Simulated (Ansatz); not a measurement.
# TiN radical: how energies converge with the basis set

How large a basis does TiN radical need? Two functionals are run in growing sets.

Computed with Ansatz 0.2.0, Gaussian basis. Level: one geometry, several basis sets.

The runs, in order: PBE0-D4/def2-SVP; ωB97M-V/def2-SVP; PBE0-D4/def2-QZVPP; ωB97M-V/def2-QZVPP; the functionals' def2-TZVPP values are taken from earlier runs.

## (1) The geometry

The geometry comes from an earlier relaxation with PBE0-D4 in a triple-zeta def2 set; it is a stationary point.

SMILES `[N]#[Ti]`, 2 atoms, charge 0, spin multiplicity 2.

Atoms are counted from 1 here; the program's logs count them from 0.

Bond lengths: N1–Ti2 1.542 Å.

## (2) PBE0-D4 in def2-SVP

in.yaml reads:

```yaml
crystal:
  periodic: [false, false, false]
  atoms:
    - {symbol: N, position_ang: [0.658154, -0.217794, 0.337785]}
    - {symbol: Ti, position_ang: [-0.658154, 0.217794, -0.337785]}
basis:
  gaussian: {orbitals: def2-SVP}
magnetization: {spin_polarized: true, initial_magnetization: 1}
hamiltonian: {xc: pbe0, dispersion: d4}
output: {orbitals: {seedname: orbitals}}
```

Launch:

```console
ansatz run in.yaml --threads 2 --pin off --events-out ev --progress --plain --max-ram 22528MiB --backend cpu
```

The runs that follow: ωB97M-V in def2-SVP; PBE0-D4 in def2-QZVPP; ωB97M-V in def2-QZVPP.

**Question.** What will the summary of the whole plan be? Wanted: PBE0-D4: double and triple zeta above quadruple; ωB97M-V: double and triple zeta above quadruple.

As calculated:

```
                                       quantity          value
PBE0-D4: double and triple zeta above quadruple  5.38, 0.53 eV
ωB97M-V: double and triple zeta above quadruple  5.36, 0.50 eV
```

**Reading.** For PBE0-D4 the step from double to triple zeta gains 4.85 eV and the next only 0.53 eV. These are total energies; as a rule much of such shifts cancels in differences, which this series doesn't test.
